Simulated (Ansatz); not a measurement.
The same calculation of RbMnF3, space group Pm-3m as a Python script and as an input file (Ansatz 0.2.0 through its Python package).

Script `rbmnf3_lr_u.py`:
```python
"""Hubbard U of RbMnF3 from linear response."""

from dataclasses import dataclass
import warnings

import ansatz as az
import numpy as np


@dataclass
class Options:
    functional: str = "PBEsol"
    dispersion: str = "d4"
    kmesh: tuple[int, ...] = (5, 5, 5)
    filling: str = "fermi_dirac"
    sigma: float = 0.15


cfg = Options()


def main() -> None:
    warnings.simplefilter("ignore", az.DeckWarning)

    vectors = np.array([
        [4.23247214, 0.0, 0.0],
        [0.0, 4.23247214, 0.0],
        [0.0, 0.0, 4.23247214],
    ])
    crystal = (
        az.Lattice.of(vectors)
        .atom("Rb", [0.0, 0.0, 0.0])
        .atom("Mn", [0.5, 0.5, 0.5])
        .atom("F", [0.5, 0.0, 0.5])
        .atom("F", [0.5, 0.5, 0.0])
        .atom("F", [0.0, 0.5, 0.5])
        .moments(Mn=4)
    )

    job = crystal.calculation()
    job = job.functional(cfg.functional, dispersion=cfg.dispersion)
    job = job.kpoints(mesh=cfg.kmesh, center="gamma").occupations(cfg.filling, width=cfg.sigma)
    job = job.spin("collinear").hubbard("Mn", "d", u_eff="linear-response")
    job = job.hubbard_response(amplitude=0.05)
    job = job.band_table()
    # within one cell the perturbed atoms see their images, so U is that of this cell
    found = []


    def keep(event):
        if event["event"] == "lr_u_result":
            found.append(event["data"])


    result = job.session().plan().execute(on_event=keep)
    r = result.report
    for orbit in found[-1]["orbits"]:
        print(f"sites {orbit['sites']}: n0 = {orbit['n0']:.3f}, chi0 = {orbit['chi0_per_ev']:.4f}/eV, chi = {orbit['chi_per_ev']:.4f}/eV, U = {orbit['u_ev']:.2f} eV")
    print("cycles:", found[-1]["n_cycles"], " band edges:", r.get("band_edges_ev"))
    print(f"net moment {r['magnetization_mub']:.3f} muB, absolute {r['absolute_magnetization_mub']:.3f} muB")
    for index, (site, m) in enumerate(zip(result.lattice.sites, r["site_moments_mub"])):
        print(f"  {index:2d} {site.symbol:2s} {m:7.3f}")


if __name__ == "__main__":
    main()
```

```console
$ python rbmnf3_lr_u.py
sites [1]: n0 = 5.268, chi0 = -0.0601/eV, chi = -0.0509/eV, U = 3.00 eV
cycles: 1  band edges: None
net moment 5.000 muB, absolute 5.003 muB
   0 Rb   0.001
   1 Mn   4.218
   2 F    0.056
   3 F    0.056
   4 F    0.056
```

`input.yaml`:
```yaml
crystal:
  lattice:
    - [4.23247214, 0.0, 0.0]
    - [0.0, 4.23247214, 0.0]
    - [0.0, 0.0, 4.23247214]
  atoms:
    - { symbol: Rb, position: [0.0, 0.0, 0.0] }
    - { symbol: Mn, position: [0.5, 0.5, 0.5] }
    - { symbol: F, position: [0.5, 0.0, 0.5] }
    - { symbol: F, position: [0.5, 0.5, 0.0] }
    - { symbol: F, position: [0.0, 0.5, 0.5] }
kpoints:
  mp_grid:
    grid: [5, 5, 5]
    shift: [0.0, 0.0, 0.0]
hamiltonian:
  xc: pbesol
  dispersion: d4
  hubbard:
    sites:
      - { species: Mn, l: d, u_eff: linear-response }
    lr:
      d_alpha: 0.05
magnetization:
  spin_polarized: true
  per_species:
    Mn: 4.0
scf:
  occupations:
    method: fermi_dirac
    width: 0.15
output:
  eigenvalues: true
```

Reading the output:
- The magnetic order follows from the starting moments and needn't be the lowest.
- With one magnetic atom the cell can hold only ferromagnetic order.
- This cell is a computed structure, which may not be the phase found in nature.
- Levels are Kohn-Sham eigenvalues on this mesh, without spin-orbit coupling.
- The computed U depends on the projectors, on the cell (the perturbed atoms see their images) and on the spin treatment typed in the script; a run with no .spin step is spin-unpolarised.
- It ran for 19 s on 1 thread of Arm Neoverse V2, on a shared host, peak memory 0.45 GiB.
